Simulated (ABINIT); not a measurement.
Input of an ABINIT 10.8.3 (patched build) run:

File run.abi:

```
pp_dirpath "./"
pseudos "C.upf"

acell 4.7660140852 4.7660140852 4.7660140852
rprim
     0.0000000000     0.7071067812     0.7071067812
     0.7071067812     0.0000000000     0.7071067812
     0.7071067812     0.7071067812     0.0000000000
ntypat 1
znucl 6
natom 2
typat 1 1
xred
     0.7500000000     0.7500000000     0.7500000000
     0.5000000000     0.5000000000     0.5000000000

ecut 1006.821291 eV

kptopt 1
ngkpt 10 10 10
nshiftk 1
shiftk 0.0 0.0 0.0

ixc -116133

nband 8
occopt 3
tsmear 0.00183747

nstep 100
tolvrs 1.0e-10

iomode 3
prtwf 0
prtden 0
prteig 0
prtebands 0
enunit 2
```

Potentials or basis: PseudoDojo NC SR PBEsol v0.4 stringent.

The run is started by

```bash
$ abinit run.abi > log 2>&1
```

Q: Predict the band gap on the k mesh.

A: 4.08 eV, indirect (least direct gap 5.56 eV).

Q: What does it give for the pressure?

A: -4.0 GPa.

A k mesh can miss the band edges. Expect the measured gap to be larger: semilocal functionals such as PBEsol lack the derivative discontinuity.
